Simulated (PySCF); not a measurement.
The system is F2BOSiH3, in a box.

```xyz
8
Lattice="12.0000 0.0000 0.0000 0.0000 14.0000 0.0000 0.0000 0.0000 12.0000" Properties=species:S:1:pos:R:3 pbc="T T T"
F     7.4526    4.9946    7.3976
B     6.3937    5.6692    6.9935
F     5.2003    5.1369    7.2283
O     6.5346    6.8464    6.3706
Si    5.4629    7.9457    5.7377
H     4.5734    8.4484    6.8119
H     6.2775    9.0474    5.1809
H     4.6611    7.3009    4.6703
```

Base run:

* Program: PySCF 2.14.0
* Functional: PBE
* Potentials or basis: pob-tzvp-rev2 (all-electron)
* k mesh: 1 × 1 × 1
* Occupations: fixed
* Spin: no spin polarisation

Its results: gap between the frontier levels 8.00 eV.

Q: The run is repeated on the same cell with these changes: functional from PBE to HSE03. What comes out?

A: Gap between the frontier levels 9.73 eV.

HSE03 gives the wider gap, since exact exchange removes part of the self-interaction.

Caveats: this is a molecule in a periodic box at the Γ point, so its band gap is the HOMO-LUMO gap; the basis of atomic orbitals isn't converged, which shifts pressures, moduli and gaps; this program's HSE differs a little from the usual definition (some runs).

